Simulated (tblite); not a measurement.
# C3H8O3Si2: the cost of one run

Computed with tblite 0.8.0 and PySCF 2.14.0, with density-fitted response routines of our own, on a single molecule in the gas phase. Atoms count from 0, in the outputs and in this text.

## 1. Starting geometry

16 atoms, charge 0, multiplicity 1; geometry from: force field or distance geometry start.

Bonds of the start (Å): C0–Si1 1.90, Si1–O2 1.74, O2–Si3 1.73, Si3–C4 1.85, C4–C5 1.49, C5–O6 1.27, C5–O7 1.40, O7–Si1 1.73, C0–H8 1.10, C0–H9 1.12, C0–H10 1.11, Si1–H11 1.47, Si3–H12 1.47, Si3–H13 1.49, C4–H14 1.14, C4–H15 1.11.

## 2. Geometry optimisation with GFN2-xTB

Job settings and geometry (Å):

```
{"job": {"kind": "relax", "xc": "GFN2-xTB", "basis": "xTB"}, "charge": 0, "multiplicity": 1}
C      2.777200    -0.552500     0.313000
Si     0.996500     0.072500     0.496500
O     -0.036800    -1.281500     0.834300
Si    -1.566900    -0.539100     1.150300
C     -1.904500     0.621400    -0.247600
C     -0.909900     0.518200    -1.354400
O     -1.293200     0.284400    -2.544500
O      0.440700     0.692600    -1.023900
H      3.148200    -1.053700     1.223900
H      3.368900     0.385900     0.166900
H      2.804700    -1.192600    -0.591000
H      0.926100     1.070000     1.578400
H     -2.640100    -1.521600     1.391500
H     -1.347500     0.307300     2.352100
H     -1.822600     1.691600     0.128400
H     -2.948500     0.506000    -0.617600
```

The run is started by

```sh
OMP_NUM_THREADS=1 python probes_run.py task.json out
```

This one command runs all jobs of the session in turn.

**Question.** How long does this first job take on 1 thread of Arm Neoverse N1, shared host?

About 1.6 s.
